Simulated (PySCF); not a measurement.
# TeAs: from the state search to spectroscopic constants

One job finds the state of TeAs, follows it along the bond with each method and fits the curves.

Method: Te cc-pVDZ-PP with ECP28, As cc-pVDZ-PP with ECP10, scalar-relativistic core potentials; program: PySCF 2.14.0.

5 further runs of the same task are left out: 5 that didn't finish.

## Step 1: Input

Settings of the job:

```json
{
 "atoms": "Te, As",
 "charge": "0",
 "basis": "Te cc-pVDZ-PP with ECP28, As cc-pVDZ-PP with ECP10",
 "Hamiltonian": "scalar-relativistic core potentials",
 "basis functions": "46",
 "electrons treated": "47",
 "masses in u": "129.9062, 74.9216",
 "levels": "PBE0, PBE, r²SCAN, LDA, B3LYP, HF, MP2, SCS-MP2",
 "grid": "80 radial by 434 angular points",
 "occupations": "held fixed by the projection of orbital angular momentum",
 "dissociation limit": "Te + As, each in its ground configuration",
 "starting distance in angstrom": "2.495",
 "values of 2S to try": "1, 3, 5"
}
```

Command:

```sh
OMP_NUM_THREADS=1 python dia.py task.json out
```

The runs that follow: PBE0 along the bond; Excited determinants; PBE (GGA); r²SCAN (meta-GGA); LDA; B3LYP (global hybrid GGA); UHF (mean field).

Q: Predict the outcome of this session. Wanted: for each run, Re; ωe; De; μ.

**Answer**, as computed:

Lowest PBE0 solution found, without spin–orbit coupling: ²Π (doublet), unpaired electrons π ↑. The other levels ran on it alone.

| level | Re (Å) | ωe (cm⁻¹) | De (eV) | μ (D) |
| --- | --- | --- | --- | --- |
| LDA | 2.355 | 329 | 4.09 | 0.05 |
| PBE | 2.382 | 317 | 3.25 | 0.11 |
| r²SCAN | 2.359 | 324 | 2.86 | 0.14 |
| B3LYP | 2.373 | 323 | 2.92 | 0.23 |
| PBE0 | 2.350 | 328 | 2.77 | 0.23 |

De is counted to Te + As in their ground configurations. A positive dipole means Te(−)As(+). No constants: UHF (the points don't follow one smooth fit); UHF-MP2 (the points don't follow one smooth fit); UHF-SCS-MP2 (the points don't follow one smooth fit).

In words: The methods spread over 0.032 Å in bond length, from PBE0 to PBE. Of the levels with a De here, PBE0 gives the least (2.77 eV) and LDA the most (4.09 eV).

Correlated steps freeze 8 core orbitals. Spin–orbit coupling is left out, which matters for elements this heavy, above all for dissociation energies. At some levels the lowest empty orbital lies below the highest filled one (the two can be of opposite spin). With spin–orbit coupling the term label itself may not hold.
